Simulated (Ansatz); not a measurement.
# AsH2NaO: functionals against CCSD(T) at one geometry

The task here is to estimate one member of a computed series from the others.

Method: single points in def2-TZVPP; program: Ansatz 0.2.0, Gaussian basis.

Cores are frozen in the correlated methods. Filled d shells of the heavier atoms are correlated. The outer core shell of Li, Na, Mg and K is correlated.

**Starting geometry**

5 atoms, charge 0, spin multiplicity 1.

Atoms are counted from 1 here; the program's logs count them from 0.

Bond lengths: O1–As2 1.739 Å, O1–Na3 2.605 Å, O1–H4 0.852 Å, As2–Na3 2.828 Å, As2–H5 1.479 Å. Angles: As2–O1–Na3 78.5°, As2–O1–H4 117.1°, Na3–O1–H4 163.8°, O1–As2–Na3 64.5°, O1–As2–H5 104.1°, Na3–As2–H5 81.2°, O1–Na3–As2 37.0°.

Coordinates:

```
O    -0.8180   -0.2872   -0.3797
As    0.6402    0.6478   -0.5284
Na    0.8883   -1.7770    0.9062
H    -1.5337    0.0587   -0.6863
H     0.8511    1.2064    0.8250
```

Set-up of the first run:

Contents of run/in.yaml:

```yaml
crystal:
  periodic: [false, false, false]
  atoms:
    - {symbol: O, position_ang: [-0.818000, -0.287200, -0.379700]}
    - {symbol: As, position_ang: [0.640200, 0.647800, -0.528400]}
    - {symbol: Na, position_ang: [0.888300, -1.777000, 0.906200]}
    - {symbol: H, position_ang: [-1.533700, 0.058700, -0.686300]}
    - {symbol: H, position_ang: [0.851100, 1.206400, 0.825000]}
basis:
  gaussian: {orbitals: def2-TZVPP}
correlation: {method: ccsd_t}
output: {forces: true}
```

The command line of these runs was not kept.

Among the steps run: CCSD(T)/def2-TZVPP; PBE0-D4/def2-TZVPP; wB97M-V/def2-TZVPP; r2SCAN-D4/def2-TZVPP; PBE-D4/def2-TZVPP; HSE06-D4/def2-TZVPP; r2SCAN0-D4/def2-TZVPP.

One of the session's tables, all rows but one given; the rest of the session is left out.

```
    method  RMS force component (eV/Å)  angle to CCSD(T) forces (°)  dipole (D)
   CCSD(T)                       3.097                    reference        7.24
   PBE0-D4                       3.056                          2.0        6.60
   wB97M-V                       3.077                          0.8        7.08
 r2SCAN-D4                       3.101                          1.3        6.74
    PBE-D4                           ?                            ?           ?
  HSE06-D4                       3.059                          2.1        6.53
r2SCAN0-D4                       2.960                          1.9        7.20
```

Q: Estimate the row for PBE-D4 from the others.

**Answer.** RMS force component (eV/Å): 3.257; angle to CCSD(T) forces (°): 2.3; dipole (D): 5.65. In the column «RMS force component (eV/Å)» it is the highest.
